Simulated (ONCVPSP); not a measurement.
# Silver: generating and testing an ONCV potential

Do these settings give a usable potential? It is generated, then checked for transferability, scattering, ghosts and hardness.

Method: ONCVPSP 4.0.1, LDA (Perdew-Wang 92), fully relativistic.

### 1 The atom and the settings

Typed settings, in words:

```
element                 : silver (Ag, Z = 47)
type                    : optimised norm-conserving Vanderbilt (ONCV)
frozen core             : [Ar] 3d10
valence charge          : 19
reference configuration : 4s2 4p6 4d9.5 (charge +1.5)
partial waves           : 4s: rc 0.85 bohr, ncon 3, nbas 6, qcut 7.2 1/bohr, 1 projector; 4p: rc 0.95 bohr, ncon 4, nbas 8, qcut 10.3 1/bohr, 1 projector; 4d: rc 1.55 bohr, ncon 4, nbas 8, qcut 11.4 1/bohr, 2 projectors, debl 2.9 Ha
local potential         : polynomial inside 0.80 bohr (lpopt 5, dvloc0 2 Ha)
core correction         : Teter function fitted to the true core (icmod 2), fcfact 0.4
```

An earlier all-electron run gives the scale for the radii.

All-electron outer shells of the reference configuration (LDA (PZ), scalar-relativistic, ld1.x):

| shell | level (eV) | outermost node (bohr) | outermost maximum (bohr) |
| --- | --- | --- | --- |
| 4s | -110.26 | 0.44 | 0.82 |
| 4p | -73.80 | 0.44 | 0.87 |
| 4d | -22.31 | 0.43 | 1.03 |
| 5s | -16.22 | 1.10 | 2.28 |
| 5p | -10.27 | 1.23 | 2.79 |

### 2 Generating the potential

The input, Ag.dat:

```
# ATOM AND REFERENCE CONFIGURATION
# atsym  z   nc   nv     iexc    psfile
  Ag 47.00    6    3  -001012      upf
#
#   n    l    f
    1    0    2.00
    2    0    2.00
    2    1    6.00
    3    0    2.00
    3    1    6.00
    3    2   10.00
    4    0    2.00
    4    1    6.00
    4    2    9.50
#
# PSEUDOPOTENTIAL AND OPTIMIZATION
# lmax
    2
#
#   l,   rc,      ep,       ncon, nbas, qcut
    0    0.85    0.00    3    6    7.20
    1    0.95    0.00    4    8   10.30
    2    1.55    0.00    4    8   11.40
#
# LOCAL POTENTIAL
# lloc, lpopt,  rc(5),   dvloc0
    4    5    0.80    2.00
#
# VANDERBILT-KLEINMAN-BYLANDER PROJECTORs
# l, nproj, debl
    0    1    3.80
    1    1    2.60
    2    2    2.90
#
# MODEL CORE CHARGE
# icmod, fcfact, rcfact
    2    0.40    1.05
#
# LOG DERIVATIVE ANALYSIS
# epsh1, epsh2, depsh
   -6.00    5.00    0.04
#
# OUTPUT GRID
# rlmax, drl
    6.00    0.01
#
# TEST CONFIGURATIONS
# ncnf
    4
# nvcnf
#   n    l    f
    4
    4    0    2.00
    4    1    6.00
    4    2   10.00
    5    0    1.00
#
    3
    4    0    2.00
    4    1    6.00
    4    2   10.00
#
    3
    4    0    2.00
    4    1    6.00
    4    2    9.00
#
    3
    4    0    2.00
    4    1    6.00
    4    2    7.00
#
```

Command:

```sh
oncvpspr.x < Ag.dat > Ag.out
```

**Question.** What will these runs give? Wanted: cutoffs; bound ghosts; GHOST(+) flags; largest test error; largest phase difference near zero energy, channels read; rms error of d²Exc/dn², without and with the model core.

**Answer**, as computed:

| quantity | value |
| --- | --- |
| cutoffs | not determined |
| bound ghosts | s at -119.57 eV |
| GHOST(+) flags | none at low energy |
| largest test error (AE − PS) | +1.1 meV, for 4s2 4p6 4d7 (1 test unsolved) |
| largest phase difference near zero energy, channels read | 0.016 rad |
| rms error of d²Exc/dn², without and with the model core | 9.86 and 6.48 mHa |

A bound ghost (s) makes it unfit for use: electrons can fall into a state that the atom doesn't have. The worst unpolarised test, 4s2 4p6 4d7, is off by 1.1 meV on 101.2 eV; by total energies transferability rates as very good where solved. Atomic tests can pass in spite of a ghost, since they solve only for the levels asked. Of the tests 1 gave no usable energy difference, which is a warning in itself. Near zero energy the phases of the channels with partial waves agree within 0.016 rad. The pseudo curves have a pole with no partner nearby in the atom's: s at -4.39 Ha. These are tests on the free atom; a crystal test is still owed.
